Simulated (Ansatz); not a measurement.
# CH4AlBO: taking an electron away

An exercise on one series of results from a longer session: the logs are not shown, and one member is left open.

Method: unrestricted cation, the program's frozen cores in correlated methods; program: Ansatz 0.2.0, Gaussian basis.

Levels to be run: UKS PBE-D4/def2-TZVPP; UKS r2SCAN-D4/def2-TZVPP; UKS PBE0-D4/def2-TZVPP; UKS B3LYP-D4/def2-TZVPP; UKS wB97X-V/def2-TZVPP; UKS wB97M-V/def2-TZVPP; UKS B2PLYP/def2-TZVPP; UHF-MP2/def2-TZVPP; UHF-MP2/def2-QZVPP; then −ε(HOMO) from the neutral's earlier runs with LDA (SPW92), PBE-D4, revPBE-D4, BLYP-D4, r2SCAN-D4, B97M-V, PBE0-D4, B3LYP-D4, r2SCANh-D4, r2SCAN0-D4, HSE06-D4, BHLYP-D4, CAM-B3LYP-D4, LC-ωPBE, ωB97X-V, ωB97M-V.

1 further run of the same task is left out (it didn't finish).

## Structure used throughout

The geometry comes from an earlier relaxation with PBE0-D4 in a triple-zeta def2 set; it is a stationary point, not always the lowest conformer.

SMILES `[CH3][Al]1[BH][O]1`, 8 atoms, charge 0, spin multiplicity 1.

Atoms are counted from 1 here; the program's logs count them from 0.

Bond lengths: C1–Al2 1.943 Å, C1–H5 1.091 Å, C1–H6 1.094 Å, C1–H7 1.094 Å, Al2–B3 1.995 Å, Al2–O4 1.816 Å, B3–O4 1.331 Å, B3–H8 1.197 Å. Angles: Al2–C1–H5 113.1°, Al2–C1–H6 109.7°, Al2–C1–H7 109.7°, H5–C1–H6 108.4°, H5–C1–H7 108.4°, H6–C1–H7 107.4°, C1–Al2–B3 160.9°, C1–Al2–O4 120.4°, B3–Al2–O4 40.5°, Al2–B3–O4 62.5°, Al2–B3–H8 166.0°, O4–B3–H8 131.6°, Al2–O4–B3 77.0°.

The first run:

Input file in.yaml:

```yaml
crystal:
  periodic: [false, false, false]
  atoms:
    - {symbol: C, position_ang: [-0.851549, 1.280052, -0.430709]}
    - {symbol: Al, position_ang: [-0.025327, -0.472062, -0.276855]}
    - {symbol: B, position_ang: [1.119021, -1.965061, 0.388352]}
    - {symbol: O, position_ang: [1.186756, -0.803407, 1.033534]}
    - {symbol: H, position_ang: [-1.558424, 1.348049, -1.259097]}
    - {symbol: H, position_ang: [-1.381543, 1.520569, 0.496055]}
    - {symbol: H, position_ang: [-0.078287, 2.041239, -0.573149]}
    - {symbol: H, position_ang: [1.681352, -3.006477, 0.565970]}
basis:
  gaussian: {orbitals: def2-TZVPP}
total_charge: 1
magnetization: {spin_polarized: true, initial_magnetization: 1}
hamiltonian: {xc: pbe, dispersion: d4}
```

Started as:

```sh
ansatz run in.yaml --threads 2 --pin off --events-out ev --progress --plain --max-ram 4352MiB
```

Steps of the session up to this table: Cation, UKS PBE-D4/def2-TZVPP; Cation, UKS r2SCAN-D4/def2-TZVPP; Cation, UKS PBE0-D4/def2-TZVPP; Cation, UKS B3LYP-D4/def2-TZVPP; Cation, UKS wB97X-V/def2-TZVPP; Cation, UKS wB97M-V/def2-TZVPP; Cation, UKS B2PLYP (frozen core)/def2-TZVPP; Cation, UHF-MP2/def2-TZVPP; Cation, UHF-MP2/def2-QZVPP.

One of the session's tables, all rows but one given; the rest of the session is left out.

It belongs to the step «Ionisation energies side by side». Orbital estimates, from the neutral's runs:

| functional | −ε(HOMO) (eV) |
| --- | --- |
| LDA (SPW92) | 4.98 |
| PBE-D4 | 4.86 |
| revPBE-D4 | ? |
| BLYP-D4 | 4.75 |
| r2SCAN-D4 | 5.02 |
| B97M-V | 5.04 |
| PBE0-D4 | 5.88 |
| B3LYP-D4 | 5.72 |
| r2SCANh-D4 | 5.40 |
| r2SCAN0-D4 | 5.98 |
| HSE06-D4 | 5.48 |
| BHLYP-D4 | 6.82 |
| CAM-B3LYP-D4 | 7.14 |
| LC-ωPBE | 8.35 |
| ωB97X-V | 8.06 |
| ωB97M-V | 7.89 |

**Question.** Estimate the row for revPBE-D4.

**Answer.** −ε(HOMO) (eV): 4.81. In the column «−ε(HOMO) (eV)» it lies between BLYP-D4 (4.75) and PBE-D4 (4.86).
